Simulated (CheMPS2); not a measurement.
**DMRG/STO-3G run of AsH3 (SMILES [H][As]([H])[H])**

Aim: the vertical electron affinity of AsH3 at DMRG/STO-3G, from 2 runs. 

The calculation is run with CheMPS2 1.8.12.

4 further runs of the same task are left out: 1 that didn't finish, 3 set aside as unsound or not needed.

## 1. The structure to begin with

AsH3: 4 atoms, total charge 0, spin state singlet. As SMILES, `[H][As]([H])[H]`. Geometry: a GFN2-xTB relaxation, a rough one for these elements and not checked as a minimum.

Bond lengths: As1–H2 1.496 Å, As1–H3 1.496 Å, As1–H4 1.496 Å. Angles: H2–As1–H3 89.4°, H2–As1–H4 89.3°, H3–As1–H4 89.1°.

## 2. The energy at DMRG/STO-3G

Contents of prepare.py:

```python
from pyscf import ao2mo, cc, dft, gto, mcscf, mp, scf
from pyscf.tools import fcidump

geom = """
As    -0.004370     0.005540     0.655970
H      1.216520    -0.029700    -0.207950
H     -0.582780     1.061080    -0.232340
H     -0.629370    -1.036930    -0.215680
"""
mol = gto.M(
    atom=geom,
    basis="sto-3g",
    charge=0,
    verbose=3,
    max_memory=2000,
)
print("nao                     : %d" % (mol.nao))
mf = scf.RHF(mol)
mf.conv_tol = 1e-10
mf.max_cycle = 200
mf.kernel()
if not mf.converged:
    mf = mf.newton().run(mf.mo_coeff, mf.mo_occ)
print(f"reference energy        : {mf.e_tot:.10f}")
ref = mf
pt = mp.MP2(ref, frozen=9).run()
mycc = cc.CCSD(ref, frozen=9)
mycc.max_cycle = 150
mycc.kernel()
print(f"E(MP2)                  : {pt.e_tot:.10f}")
if mycc.converged:
    print(f"E(CCSD)                 : {mycc.e_tot:.10f}")
    print("E(CCSD(T))              : %.10f" % (mycc.e_tot + mycc.ccsd_t()))
    print("T1 diagnostic           : %.4f" % (mycc.get_t1_diagnostic()))
ks = dft.RKS(mol, xc="b3lyp").set(conv_tol=1e-9, verbose=3).run()
if ks.converged:
    print("E(B3LYP)                : %.8f" % (ks.e_tot))
ks = dft.RKS(mol, xc="lda,vwn5").set(conv_tol=1e-9, verbose=3).run()
if ks.converged:
    print(f"E(SVWN5)                : {ks.e_tot:.8f}")
ks = dft.RKS(mol, xc="blyp").set(conv_tol=1e-9, verbose=3).run()
if ks.converged:
    print(f"E(BLYP)                 : {ks.e_tot:.8f}")
cas = mcscf.CASCI(mf, 12, 18)
h1, ecore = cas.get_h1eff()
fcidump.from_integrals("FCIDUMP", h1, cas.get_h2eff(), 12, 18, nuc=ecore, ms=0)
ci = mcscf.CASCI(mf, 12, (9, 9))
ci.fix_spin_(ss=0)
ci.fcisolver.conv_tol = 1e-10
ci.fcisolver.max_cycle = 200
ci.kernel()
print("E(FCI)                  : %.10f" % (ci.e_tot))
```

Contents of chemps2.input:

```
FCIDUMP = FCIDUMP
GROUP = 0
MULTIPLICITY = 1
NELECTRONS = 18
IRREP = 0
EXCITATION = 0
SWEEP_STATES = 50, 75, 100, 100
SWEEP_ENERGY_CONV = 1e-05, 1e-05, 1e-05, 1e-07
SWEEP_MAX_SWEEPS = 3, 2, 2, 6
SWEEP_NOISE_PREFAC = 0.05, 0.05, 0.005, 0.0
SWEEP_DVDSON_RTOL = 3e-04, 3e-04, 3e-04, 3e-05
NOCC = 0
NACT = 12
NVIR = 0
MOLCAS_FIEDLER = TRUE
PRINT_CORR = TRUE
TMP_FOLDER = .
```

Run with:

```bash
$ python prepare.py && chemps2 --file=chemps2.input
```

The program printed:

```text
$ python prepare.py
nao                     : 21
converged SCF energy = -2211.00983860574
reference energy        : -2211.0098386057
E(RMP2) = -2211.0488352606  E_corr = -0.0389966548625069
E(SCS-RMP2) = -2211.05643356804  E_corr = -0.0465949622955939
E(CCSD) = -2211.068660837585  E_corr = -0.05882223184367413
E(MP2)                  : -2211.0488352606
E(CCSD)                 : -2211.0686608376
CCSD(T) correction = -0.000109609682222976
E(CCSD(T))              : -2211.0687704473
T1 diagnostic           : 0.0038
converged SCF energy = -2212.36921929545
E(B3LYP)                : -2212.36921930
converged SCF energy = -2208.83169248669
E(SVWN5)                : -2208.83169249
converged SCF energy = -2212.25689528836
E(BLYP)                 : -2212.25689529
CASCI E = -2211.06880897646  E(CI) = -127.172654356264  S^2 = 0.0000000
E(FCI)                  : -2211.0688089765

$ chemps2 --file=chemps2.input

Running chemps2 version 1.8.12 () with the following options:

   FCIDUMP            = FCIDUMP
   GROUP              = c1
   MULTIPLICITY       = 1
   NELECTRONS         = 18
   IRREP              = A
   EXCITATION         = 0
   SWEEP_STATES       = [ 50 ; 75 ; 100 ; 100 ]
   SWEEP_ENERGY_CONV  = [ 1e-05 ; 1e-05 ; 1e-05 ; 1e-07 ]
   SWEEP_MAX_SWEEPS   = [ 3 ; 2 ; 2 ; 6 ]
   SWEEP_NOISE_PREFAC = [ 0.05 ; 0.05 ; 0.005 ; 0 ]
   SWEEP_DVDSON_RTOL  = [ 0.0003 ; 0.0003 ; 0.0003 ; 3e-05 ]
   NOCC               = [ 0 ]
   NACT               = [ 12 ]
   NVIR               = [ 0 ]
   MOLCAS_2RDM        =
   MOLCAS_3RDM        =
   MOLCAS_F4RDM       =
   MOLCAS_FOCK        =
   MOLCAS_FIEDLER     = TRUE
   MOLCAS_MPS         = FALSE
   MOLCAS_STATE_AVG   = FALSE
   PRINT_CORR         = TRUE
   TMP_FOLDER         = .

[... 32 lines left out ...]
***     Maximum discarded weight = 0
[... 25 lines left out ...]
***     Maximum discarded weight = 1.97231420767149e-06
[... 7 lines left out ...]
***     Maximum discarded weight = 1.95817169705734e-06
[... 6 lines left out ...]
***     Maximum discarded weight = 2.0578711238147e-06
[... 13 lines left out ...]
***     Minimum energy           = -2211.06880878224
[... 6 lines left out ...]
***     Minimum energy           = -2211.06880890236
[... 8 lines left out ...]
***     Maximum discarded weight during the last sweep     = 3.14722893003612e-08
[... 6 lines left out ...]
***     Maximum discarded weight = 8.13842319599487e-10
[... 6 lines left out ...]
***     Maximum discarded weight = 2.77202356998561e-10
[... 13 lines left out ...]
***     Minimum energy           = -2211.06880897283
[... 6 lines left out ...]
***     Minimum energy           = -2211.06880897453
[... 8 lines left out ...]
***     Maximum discarded weight during the last sweep     = 1.06870535944741e-09
[... 61 lines left out ...]
   Columns 1 to 8

    0.000168    0.000002    0.000007    0.000004    0.000002    0.000021    0.000033    0.000050
    0.000002    0.000167    0.000004    0.000007    0.000002    0.000021    0.000050    0.000033
    0.000007    0.000004    0.000178    0.000011    0.000002    0.000023    0.000055    0.000022
[... 8 lines of this table left out ...]
   -0.000072   -0.000071   -0.000083   -0.000083   -0.000014   -0.009875   -0.013852   -0.013934

   Columns 9 to 12

    0.000015   -0.000172   -0.000058   -0.000072
    0.000015   -0.000058   -0.000171   -0.000071
    0.000022   -0.000052   -0.000188   -0.000083
[... 8 lines of this table left out ...]
   -0.007989    0.007274    0.007210    0.031489

--------------------------------------------------------
Singlet diradical correlation function = < d_i,up d_j,down > + < d_i,down d_j,up > - < d_i,up > * < d_j,down > - < d_i,down > * < d_j,up >
Hamiltonian index order is used!

   Columns 1 to 8

   -0.000000    0.000001    0.000003    0.000003    0.000002    0.000016    0.000026    0.000053
    0.000001   -0.000000    0.000003    0.000003    0.000002    0.000016    0.000053    0.000025
    0.000003    0.000003   -0.000000    0.000007    0.000001    0.000019    0.000058    0.000020
[... 8 lines of this table left out ...]
    0.000026    0.000026    0.000024    0.000024    0.000007    0.002432    0.003550    0.003558

   Columns 9 to 12

    0.000015    0.000060    0.000021    0.000026
    0.000015    0.000018    0.000057    0.000026
    0.000021    0.000017    0.000063    0.000024
[... 8 lines of this table left out ...]
    0.002938    0.007171    0.007109   -0.000112

--------------------------------------------------------
Two-orbital mutual information = 0.5 * ( s1(i) + s1(j) - s2(i,j) ) * ( 1 - delta(i,j) )
Hamiltonian index order is used!

   Columns 1 to 8

    0           0.000006    0.000017    0.000086    0.000007    0.000039    0.000053    0.000295
    0.000006    0           0.000067    0.000017    0.000007    0.000039    0.000320    0.000052
    0.000017    0.000067    0           0.000031    0.000009    0.000044    0.000341    0.000032
[... 8 lines of this table left out ...]
    0.000085    0.000084    0.000100    0.000100    0.000029    0.016899    0.018673    0.018810

   Columns 9 to 12

    0.000046    0.000249    0.000076    0.000085
    0.000046    0.000068    0.000240    0.000084
    0.000048    0.000050    0.000265    0.000100
[... 8 lines of this table left out ...]
    0.012013    0.018381    0.018332    0

--------------------------------------------------------
```

It took 10 s on 1 thread of Arm Neoverse V1, shared host; peak memory 0.18 GiB.

## 3. The doublet anion: the energy at DMRG/STO-3G

Contents of integrals.py:

```python
from pyscf import ao2mo, cc, dft, gto, mcscf, mp, scf
from pyscf.tools import fcidump

mol = gto.M(atom="""
As
H 1 1.496052
H 1 1.495934 2 89.38411
H 1 1.495708 3 89.09262 2 -89.32554
""", basis="sto-3g", charge=-1, spin=1, verbose=3)
print("nao = %d" % (mol.nao))
mf = scf.ROHF(mol)
mf.conv_tol = 1e-10
mf.max_cycle = 200
mf.kernel()
if not mf.converged:
    mf = mf.newton().run(mf.mo_coeff, mf.mo_occ)
print("SCF energy = %.10f" % (mf.e_tot))
# MP2, CCSD and CCSD(T) with the same frozen core
ref = scf.UHF(mol).run(mf.make_rdm1(), conv_tol=1e-10)
pt = mp.MP2(ref, frozen=9).run()
mycc = cc.CCSD(ref, frozen=9)
mycc.max_cycle = 150
mycc.kernel()
print(f"MP2 total energy = {pt.e_tot:.10f}")
if mycc.converged:
    print("E(CCSD) = %.10f" % (mycc.e_tot))
    print("E(CCSD(T)) = %.10f" % (mycc.e_tot + mycc.ccsd_t()))
# a few density functionals on the same geometry and basis
ks = dft.UKS(mol, xc="b3lyp").set(conv_tol=1e-9, verbose=3).run(mf.make_rdm1())
if ks.converged:
    print("E(B3LYP) = %.8f" % (ks.e_tot))
ks = dft.UKS(mol, xc="lda,vwn5").set(conv_tol=1e-9, verbose=3).run(mf.make_rdm1())
if ks.converged:
    print(f"E(SVWN5) = {ks.e_tot:.8f}")
ks = dft.UKS(mol, xc="blyp").set(conv_tol=1e-9, verbose=3).run(mf.make_rdm1())
if ks.converged:
    print("E(BLYP) = %.8f" % (ks.e_tot))
# natural orbitals of MP2 give a compact matrix product state
occ_no, mo = mcscf.addons.make_natural_orbitals(mp.MP2(mf.to_uhf(), frozen=9).run())
mf.mo_coeff = mo
# FCIDUMP for the DMRG program
cas = mcscf.CASCI(mf, 12, 19)
h1, ecore = cas.get_h1eff()
fcidump.from_integrals("FCIDUMP", h1, cas.get_h2eff(), 12, 19, nuc=ecore, ms=1)
# FCI check
ci = mcscf.CASCI(mf, 12, (10, 9))
ci.fix_spin_(ss=0.75)
ci.fcisolver.conv_tol = 1e-10
ci.fcisolver.max_cycle = 200
ci.kernel()
print("FCI energy = %.10f" % (ci.e_tot))
```

Contents of dmrg.input:

```
FCIDUMP = FCIDUMP
GROUP = 0
MULTIPLICITY = 2
NELECTRONS = 19
IRREP = 0
EXCITATION = 0
SWEEP_STATES = 12, 25, 50, 100, 100
SWEEP_ENERGY_CONV = 1e-04, 1e-04, 1e-04, 1e-04, 1e-06
SWEEP_MAX_SWEEPS = 3, 3, 3, 4, 6
SWEEP_NOISE_PREFAC = 0.5, 0.05, 0.05, 0.005, 0.0
SWEEP_DVDSON_RTOL = 1e-04, 1e-04, 1e-04, 1e-04, 1e-05
NOCC = 0
NACT = 12
NVIR = 0
MOLCAS_FIEDLER = TRUE
PRINT_CORR = TRUE
TMP_FOLDER = .
```

Run with:

```bash
$ python integrals.py && chemps2 --file=dmrg.input
```

The program printed:

```text
$ python integrals.py
nao = 21
converged SCF energy = -2210.60688831809
SCF energy = -2210.6068883181
converged SCF energy = -2210.61132525995  <S^2> = 0.76826823  2S+1 = 2.0181856
E(UMP2) = -2210.64029347872  E_corr = -0.0289682187705515
E(SCS-UMP2) = -2210.64591411766  E_corr = -0.0345888577113587
E(UCCSD) = -2210.65687973304  E_corr = -0.04555447309461057
MP2 total energy = -2210.6402934787
E(CCSD) = -2210.6568797330
UCCSD(T) correction = -0.000229331616308569
E(CCSD(T)) = -2210.6571090647
converged SCF energy = -2212.01175061542  <S^2> = 0.75364264  2S+1 = 2.0036393
E(B3LYP) = -2212.01175062
SCF not converged.
SCF energy = -2208.4496689499 after 50 cycles  <S^2> = 0.75114684  2S+1 = 2.0011465
SCF not converged.
SCF energy = -2211.88978921345 after 50 cycles  <S^2> = 0.75097154  2S+1 = 2.0009713
E(UMP2) = -2210.63750596044  E_corr = -0.0306176423467864
E(SCS-UMP2) = -2210.64343904844  E_corr = -0.0365507303465359
CASCI E = -2210.65721680290  E(CI) = -126.784830618690  S^2 = 0.7500000
FCI energy = -2210.6572168029

$ chemps2 --file=dmrg.input

Running chemps2 version 1.8.12 () with the following options:

   FCIDUMP            = FCIDUMP
   GROUP              = c1
   MULTIPLICITY       = 2
   NELECTRONS         = 19
   IRREP              = A
   EXCITATION         = 0
   SWEEP_STATES       = [ 12 ; 25 ; 50 ; 100 ; 100 ]
   SWEEP_ENERGY_CONV  = [ 0.0001 ; 0.0001 ; 0.0001 ; 0.0001 ; 1e-06 ]
   SWEEP_MAX_SWEEPS   = [ 3 ; 3 ; 3 ; 4 ; 6 ]
   SWEEP_NOISE_PREFAC = [ 0.5 ; 0.05 ; 0.05 ; 0.005 ; 0 ]
   SWEEP_DVDSON_RTOL  = [ 0.0001 ; 0.0001 ; 0.0001 ; 0.0001 ; 1e-05 ]
   NOCC               = [ 0 ]
   NACT               = [ 12 ]
   NVIR               = [ 0 ]
   MOLCAS_2RDM        =
   MOLCAS_3RDM        =
   MOLCAS_F4RDM       =
   MOLCAS_FOCK        =
   MOLCAS_FIEDLER     = TRUE
   MOLCAS_MPS         = FALSE
   MOLCAS_STATE_AVG   = FALSE
   PRINT_CORR         = TRUE
   TMP_FOLDER         = .

[... 31 lines left out ...]
***     Minimum energy           = -2210.63723028808
[... 26 lines left out ...]
***     Maximum discarded weight = 0.00011336214741723
[... 13 lines left out ...]
***     Minimum energy           = -2210.65598213727
[... 8 lines left out ...]
***     Maximum discarded weight = 0.000140807896436106
[... 14 lines left out ...]
***     Maximum discarded weight during the last sweep     = 0.000109046730809654
[... 12 lines left out ...]
***     Minimum energy           = -2210.65713641859
[... 8 lines left out ...]
***     Maximum discarded weight = 1.34322482540571e-05
[... 14 lines left out ...]
***     Maximum discarded weight during the last sweep     = 1.34135654413907e-05
[... 12 lines left out ...]
***     Minimum energy           = -2210.65721613916
[... 14 lines left out ...]
***     Minimum energy           = -2210.65721644624
[... 7 lines left out ...]
***     Maximum discarded weight = 7.36389750163503e-42
[... 14 lines left out ...]
***     Maximum discarded weight = 1.23805486440374e-12
[... 14 lines left out ...]
***     Maximum discarded weight during the last sweep     = 1.16979908869315e-12
[... 61 lines left out ...]
   Columns 1 to 8

    0.000013    0.000001    0.000002    0.000002    0.000001    0.000000    0.000002    0.000000
    0.000001    0.000016    0.000001    0.000002    0.000003    0.000001    0.000001    0.000000
    0.000002    0.000001    0.000025    0.000002    0.000004    0.000001    0.000000    0.000000
[... 8 lines of this table left out ...]
   -0.000008   -0.000011   -0.000012   -0.000025   -0.000060   -0.002538   -0.008288   -0.011039

   Columns 9 to 12

    0.000000   -0.000005   -0.000007   -0.000008
    0.000000   -0.000006   -0.000008   -0.000011
    0.000001   -0.000003   -0.000020   -0.000012
[... 8 lines of this table left out ...]
   -0.030400   -0.003979    0.011274    0.045086

--------------------------------------------------------
Singlet diradical correlation function = < d_i,up d_j,down > + < d_i,down d_j,up > - < d_i,up > * < d_j,down > - < d_i,down > * < d_j,up >
Hamiltonian index order is used!

   Columns 1 to 8

   -0.000000    0.000001    0.000001    0.000001    0.000001    0.000000    0.000001    0.000000
    0.000001   -0.000000    0.000000    0.000002    0.000001    0.000001    0.000000    0.000000
    0.000001    0.000000   -0.000000    0.000001    0.000001    0.000001    0.000000    0.000000
[... 8 lines of this table left out ...]
    0.000003    0.000004    0.000006    0.000011    0.000028    0.000478    0.002018    0.002705

   Columns 9 to 12

    0.000000   -0.000002    0.000003    0.000003
    0.000000   -0.000003    0.000003    0.000004
    0.000001   -0.000001    0.000006    0.000006
[... 8 lines of this table left out ...]
    0.001191   -0.001432    0.011103   -0.000185

--------------------------------------------------------
Two-orbital mutual information = 0.5 * ( s1(i) + s1(j) - s2(i,j) ) * ( 1 - delta(i,j) )
Hamiltonian index order is used!

   Columns 1 to 8

    0           0.000007    0.000008    0.000007    0.000004    0.000002    0.000006    0.000008
    0.000007    0           0.000004    0.000010    0.000013    0.000005    0.000002    0.000002
    0.000008    0.000004    0           0.000008    0.000019    0.000013    0.000007    0.000010
[... 8 lines of this table left out ...]
    0.000013    0.000019    0.000021    0.000030    0.000087    0.003539    0.009429    0.012821

   Columns 9 to 12

    0.000002    0.000010    0.000009    0.000013
    0.000007    0.000014    0.000010    0.000019
    0.000013    0.000005    0.000037    0.000021
[... 8 lines of this table left out ...]
    0.035072    0.010441    0.026200    0

--------------------------------------------------------
```

It took 17 s on 1 thread of Arm Neoverse V1, shared host; peak memory 0.18 GiB.

## 4. Results

Level: DMRG/STO-3G, 9 core orbitals frozen.

| quantity | value |
| --- | --- |
| run 1, DMRG/STO-3G: total energy | -2211.06881 Eh |
| run 1, DMRG/STO-3G: T1 diagnostic of the CCSD step | 0.004 |
| doublet anion: total energy | -2210.65722 Eh |
| vertical electron affinity (to the doublet anion) | -11.200 eV |

What this shows: The anion lies 11.20 eV (1081 kJ/mol) above the neutral: the electron isn't bound at this level, and such a value depends on the basis. Without diffuse functions anions come out too high. In a minimal basis such a difference can be off by several eV, whatever the method.
